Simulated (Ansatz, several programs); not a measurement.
A 5-atom cell of LiMgBN2 (I-4m2) from a materials database, relaxed with PBE in Ansatz (plane waves, PAW): it is tetragonal, I-4m2 (No. 119); a = 3.808 Å, c = 8.892 Å in the conventional setting, 12.90 Å³ an atom. Li has 4 N at 2.10 Å; Mg has 4 N at 2.10 Å; B has 2 N at 1.34 Å; N has 1 B at 1.34 Å and 2 Li at 2.10 Å and 2 Mg at 2.10 Å. The cell was then scaled with its shape and fractional coordinates held, which makes it stiffer than a relaxed compression. Spin-unpolarised throughout; all numbers are computed.

```
V (Å³/atom)  E (meV/atom)
     12.122         16.92
     12.896          0.00
     13.283          3.66
     13.670         14.03
```

(1) Pass a cubic E = c₀ + c₁u + c₂u² + c₃u³, with u = V − 12.993 Å³, through these points.

(2) Where is the minimum, and what bulk modulus follows?

(3) Predict the energy and the pressure at the withheld volume, 12.509 Å³.

Results:

(1) c₀ = 0.23, c₁ = +4.831, c₂ = 24.972, c₃ = -2.9546 (meV and Å³).

(2) dE/du = 0 at u = -0.095, so V₀ = 12.90 Å³. B = V₀ d²E/dV² = 12.90 × (2c₂ + 6c₃u) = 12.90 × 51.630 = 666 meV/Å³, and 1 meV/Å³ is 0.16022 GPa: 107 GPa. A third-order Birch-Murnaghan fit to all five points gives 12.90 Å³ and 106 GPa.

(3) With u = -0.484: E ≈ 4.08 meV and P = −dE/dV ≈ +3.43 GPa. The run gives 4.02 meV and, from its stress, +3.42 GPa.
